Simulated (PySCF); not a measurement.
# Al³⁺ with other numerical set-ups

Aim: see how much the energy and properties of Al³⁺ depend on the numerical set-up.

Program: PySCF 2.14.0. Level of theory: method and basis as typed in the scripts. These are calculated values, not measurements.

3 further runs of the same task are left out: 3 that didn't finish.

### 1 The atom

Al³⁺: 1 atom, charge 3, spin multiplicity 1.

### 2 The run that the others are compared with

Contents of input.py:

```python
from pyscf import gto, scf, mcscf

mol = gto.M(
    atom='Al 0 0 0',
    basis='jorge-tzp-dkh',
    charge=3,
    spin=0,
    verbose=4,
)
mf = scf.RHF(mol)
mf = mf.sfx2c1e()
mf.kernel()
mc = mcscf.CASSCF(mf, 8, 2)
mc.kernel()
mc.analyze()
mf.dip_moment()
print('orbital energies (hartree):', mf.mo_energy[..., max(0, mol.nelec[1]-3):mol.nelec[0]+3].round(4))
```

Launch:

```bash
python input.py
```

Its log is not repeated here.

In short: E(SCF) = -240.430020 Eh, 5 cycles, E(CAS) − E(SCF) = -0.00702 Eh.

### 3 Jorge-dzp (X2C off)

Run 1 changes basis set: jorge-tzp-dkh → jorge-dzp; spin-free X2C: on → off.

Contents of input.py:

```python
from pyscf import gto, scf, mcscf

mol = gto.M(
    atom='Al 0 0 0',
    basis='jorge-dzp',
    charge=3,
    spin=0,
    verbose=4,
)
mf = scf.RHF(mol)
mf.kernel()
mc = mcscf.CASSCF(mf, 8, 2)
mc.kernel()
mc.analyze()
mf.dip_moment()
print('orbital energies (hartree):', mf.mo_energy[..., max(0, mol.nelec[1]-3):mol.nelec[0]+3].round(4))
```

Launch:

```bash
python input.py
```

### 4 Cartesian functions on

Run 2 changes Cartesian functions: off → on.

Edit input.py of step 2 so:

```diff
@@ -7,2 +7,3 @@
     spin=0,
+    cart=True,
     verbose=4,
```

### 5 Cc-pvdz (X2C off)

Run 3 changes basis set: jorge-tzp-dkh → cc-pvdz; spin-free X2C: on → off.

Edit input.py of step 2 so:

```diff
@@ -4,3 +4,3 @@
     atom='Al 0 0 0',
-    basis='jorge-tzp-dkh',
+    basis='cc-pvdz',
     charge=3,
@@ -10,3 +10,2 @@
 mf = scf.RHF(mol)
-mf = mf.sfx2c1e()
 mf.kernel()
```

### 6 Def2-tzvpp (X2C off)

Run 4 changes basis set: jorge-tzp-dkh → def2-tzvpp; spin-free X2C: on → off.

Edit input.py of step 2 so:

```diff
@@ -4,3 +4,3 @@
     atom='Al 0 0 0',
-    basis='jorge-tzp-dkh',
+    basis='def2-tzvpp',
     charge=3,
@@ -10,3 +10,2 @@
 mf = scf.RHF(mol)
-mf = mf.sfx2c1e()
 mf.kernel()
```

Before running it: what results should come out? Wanted: for each run, E(SCF); from base; gap; after the SCF.

**Answer**, as computed:

```
                   run  E(SCF) (hartree)  from base (eV)  cycles  gap (eV)  functions                 after the SCF
                  base       -240.430020               0       5     93.65         40  CASSCF correlation -0.191 eV
   jorge-dzp (X2C off)       -239.994535  not comparable       5     93.73         24  CASSCF correlation -0.112 eV
Cartesian functions on       -240.430136         -0.0032       5     93.63         45  CASSCF correlation -0.202 eV
     cc-pvdz (X2C off)       -239.994278  not comparable       5     93.90         18  CASSCF correlation -0.007 eV
  def2-tzvpp (X2C off)       -239.994811  not comparable       5     93.70         42  CASSCF correlation -0.340 eV
```

Total energies from different bases, Hamiltonians or methods carry different errors, so properties are taken as differences within one set-up.
